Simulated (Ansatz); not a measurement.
# CH6O2Sn: the cost of one run

Program: Ansatz 0.2.0. Level of theory: RKS PBE0-D4/def2-SVP. These are calculated values, not measurements.

**1. Starting point**

Bond lengths: O1–C2 1.362 Å, C2–Sn3 2.117 Å, Sn3–O4 2.083 Å, O1–H5 1.058 Å, C2–H6 1.129 Å, C2–H7 1.113 Å, Sn3–H8 1.720 Å, Sn3–H9 1.801 Å, O4–H10 0.962 Å. Angles: O1–C2–Sn3 106.4°, O1–C2–H6 111.9°, O1–C2–H7 112.5°, Sn3–C2–H6 109.5°, Sn3–C2–H7 107.9°, H6–C2–H7 108.7°, C2–O1–H5 104.3°, C2–Sn3–O4 109.7°, C2–Sn3–H8 111.4°, C2–Sn3–H9 110.1°, O4–Sn3–H8 107.4°, O4–Sn3–H9 107.3°, H8–Sn3–H9 111.0°, Sn3–O4–H10 99.4°.

As a file:

```xyz
10

O    -1.9701    0.3089   -0.0825
C    -0.6857    0.6676   -0.3570
Sn    0.5508   -0.7678    0.5877
O     2.5524   -0.3171    0.2256
H    -2.5568    1.0385   -0.5746
H    -0.4417    1.6954    0.0420
H    -0.4619    0.6463   -1.4466
H     0.2607   -2.3474   -0.0288
H     0.3061   -0.7168    2.3710
H     2.5292   -0.2587   -0.7340
```

**2. Relaxing end A**

Input file input.yaml:

```yaml
crystal:
  periodic: [false, false, false]
  atoms:
    - { symbol: O, position_ang: [-1.9701, 0.3089, -0.0825] }
    - { symbol: C, position_ang: [-0.6857, 0.6676, -0.357] }
    - { symbol: Sn, position_ang: [0.5508, -0.7678, 0.5877] }
    - { symbol: O, position_ang: [2.5524, -0.3171, 0.2256] }
    - { symbol: H, position_ang: [-2.5568, 1.0385, -0.5746] }
    - { symbol: H, position_ang: [-0.4417, 1.6954, 0.042] }
    - { symbol: H, position_ang: [-0.4619, 0.6463, -1.4466] }
    - { symbol: H, position_ang: [0.2607, -2.3474, -0.0288] }
    - { symbol: H, position_ang: [0.3061, -0.7168, 2.371] }
    - { symbol: H, position_ang: [2.5292, -0.2587, -0.734] }
basis:
  gaussian: { orbitals: def2-SVP }
hamiltonian:
  xc: pbe0
  dispersion: d4
relax:
  f_tol: 0.02
  max_steps: 50
output:
  orbitals: {}
```

Run with:

```
$ ansatz run input.yaml --threads 2 --pin off --max-ram 3072MiB --backend cpu --events-out ev --progress --plain --runs-dir out
```

**Question.** How long does this run take on 2 threads of AMD EPYC 9R45 (Zen 5), shared host, and how much memory does it need?

About 9.2 s, with a peak of 0.24 GiB.
